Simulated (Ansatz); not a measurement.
# CH₆GeTe: up Jacob's ladder to CCSD(T)

An exercise on one series of results from a longer session: the logs are not shown, and one member is left open.

Method: functionals in def2-TZVPP, the program's frozen cores in correlated methods; program: Ansatz 0.2.0, Gaussian basis.

Levels to be run: LDA (SPW92), PBE-D4, revPBE-D4, BLYP-D4, r2SCAN-D4, B97M-V, PBE0-D4, B3LYP-D4, r2SCANh-D4, r2SCAN0-D4, HSE06-D4, BHLYP-D4, CAM-B3LYP-D4, LC-ωPBE, ωB97X-V, ωB97M-V, B2PLYP, PBE-QIDH; CCSD(T)/def2-SVP; CCSD(T)/def2-TZVPP; MP2/def2-QZVPP; extrapolation to the limit; RPA on PBE.

## The relaxed structure

All runs share one geometry, relaxed beforehand with PBE0-D4 in a triple-zeta def2 set. Te takes the def2 core potential; no spin-orbit term is included.

SMILES `[CH3][GeH2][TeH]`, 9 atoms, charge 0, spin multiplicity 1.

Atoms are counted from 1 here; the program's logs count them from 0.

Bond lengths: C1–Ge2 1.950 Å, C1–H4 1.092 Å, C1–H5 1.090 Å, C1–H6 1.090 Å, Ge2–Te3 2.564 Å, Ge2–H7 1.539 Å, Ge2–H8 1.539 Å, Te3–H9 1.658 Å. Angles: Ge2–C1–H4 110.0°, Ge2–C1–H5 109.8°, Ge2–C1–H6 109.9°, H4–C1–H5 109.3°, H4–C1–H6 108.9°, H5–C1–H6 108.8°, C1–Ge2–Te3 111.1°, C1–Ge2–H7 111.4°, C1–Ge2–H8 110.9°, Te3–Ge2–H7 104.3°, Te3–Ge2–H8 109.5°, H7–Ge2–H8 109.4°, Ge2–Te3–H9 91.5°.

The first run:

Input file in.yaml:

```yaml
crystal:
  periodic: [false, false, false]
  atoms:
    - {symbol: C, position_ang: [-0.541152, 0.934868, -0.692314]}
    - {symbol: Ge, position_ang: [0.398099, -0.722672, -0.274217]}
    - {symbol: Te, position_ang: [1.418823, -0.637226, 2.076776]}
    - {symbol: H, position_ang: [-0.942143, 0.890716, -1.706856]}
    - {symbol: H, position_ang: [0.144086, 1.778537, -0.612691]}
    - {symbol: H, position_ang: [-1.364244, 1.082453, 0.007209]}
    - {symbol: H, position_ang: [1.604721, -0.935877, -1.205433]}
    - {symbol: H, position_ang: [-0.548116, -1.932221, -0.379458]}
    - {symbol: H, position_ang: [-0.081574, -0.504781, 2.769883]}
basis:
  gaussian: {orbitals: def2-TZVPP}
hamiltonian: {xc: lda}
output: {orbitals: {seedname: orbitals}}
```

Steps of the session up to this table: LDA; PBE-D4 (GGA); revPBE-D4 (GGA); BLYP-D4 (GGA); r2SCAN-D4 (meta-GGA); B97M-V (meta-GGA); PBE0-D4 (hybrid); B3LYP-D4 (hybrid); r2SCANh-D4 (hybrid); r2SCAN0-D4 (hybrid); HSE06-D4 (hybrid); BHLYP-D4 (hybrid); CAM-B3LYP-D4 (range-separated); LC-ωPBE (range-separated); ωB97X-V (range-separated); ωB97M-V (range-separated); B2PLYP (double hybrid); PBE-QIDH (double hybrid).

One table of the session follows, with a row left open; its other results are not shown here.

It belongs to the step «Frontier levels by functional». 

```
  functional  HOMO (eV)  gap (eV)
 LDA (SPW92)      -5.43      3.79
      PBE-D4      -5.29      3.85
   revPBE-D4      -5.24      3.88
     BLYP-D4      -5.12      3.75
   r2SCAN-D4      -5.54      4.31
      B97M-V      -5.55      4.30
     PBE0-D4      -6.32      5.68
    B3LYP-D4          ?         ?
  r2SCANh-D4      -5.91      4.97
  r2SCAN0-D4      -6.48      5.96
    HSE06-D4      -5.93      4.92
    BHLYP-D4      -7.19      7.38
CAM-B3LYP-D4      -7.53      7.84
     LC-ωPBE      -8.83     10.25
     ωB97X-V      -8.52      9.84
     ωB97M-V      -8.40      9.52
```

**Question.** Estimate the row for B3LYP-D4.

Worked estimate for «HOMO (eV)». Against the share of exact exchange, BLYP-D4 (0, -5.12), BHLYP-D4 (0.5, -7.19) give a slope of -4.14 per unit share; at 0.2 the line stands at -5.95.

**Answer.** HOMO (eV): -6.10; gap (eV): 5.22. In «HOMO (eV)» the line misses by +0.15.
